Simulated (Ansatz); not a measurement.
# In: the cost of one run

Computed with Ansatz 0.2.0 (DFT PBEsol, scalar-relativistic, plane waves, PAW, unless a step's input says otherwise).

**1. The starting structure**

Symmetry: I4/mmm, No. 139, tetragonal system. Conventional cell: a = 3.195 Å, b = 3.195 Å, c = 4.997 Å, α = 90.00°, β = 90.00°, γ = 90.00°. In (site symmetry 4/mmm) has 12 In at 3.19 to 3.37 Å as nearest neighbours.

As a file:

```xyz
1
Lattice="-1.5974 1.5974 2.4987 1.5974 -1.5974 2.4987 1.5974 1.5974 -2.4987" Properties=species:S:1:pos:R:3 pbc="T T T"
In    0.0000    0.0000    0.0000
```

This cell was relaxed beforehand with the same method: volume 25.50 Å³/atom, gap on the mesh none (metal).

**2. The bulk in the cell of the plane**

Contents of input.yaml:

```yaml
crystal:
  lattice:
    - [3.1948852347, 0.0, 0.0]
    - [0.0, 4.9973468317, 0.0]
    - [1.5974426173, 2.4986734159, 1.5974426173]
  atoms:
    - { symbol: In, position: [0.0, 0.0, 0.0] }
basis:
  ecutwfc: 420
kpoints:
  mp_grid: { grid: [11, 7, 21] }
hamiltonian:
  xc: pbesol
scf:
  occupations: { method: gaussian, width: 0.1 }
output:
  forces: true
  stress: true
  eigenvalues: true
```

Started as:

```console
$ ansatz run input.yaml --threads 1 --pin off --max-ram 2560MiB --backend cpu --events-out ev --progress --plain --runs-dir out
```

**Question.** How long does this run take on 1 thread of Arm Neoverse V2, shared host, and how much memory does it need?

About 6.9 s, with a peak of 0.4 GiB.
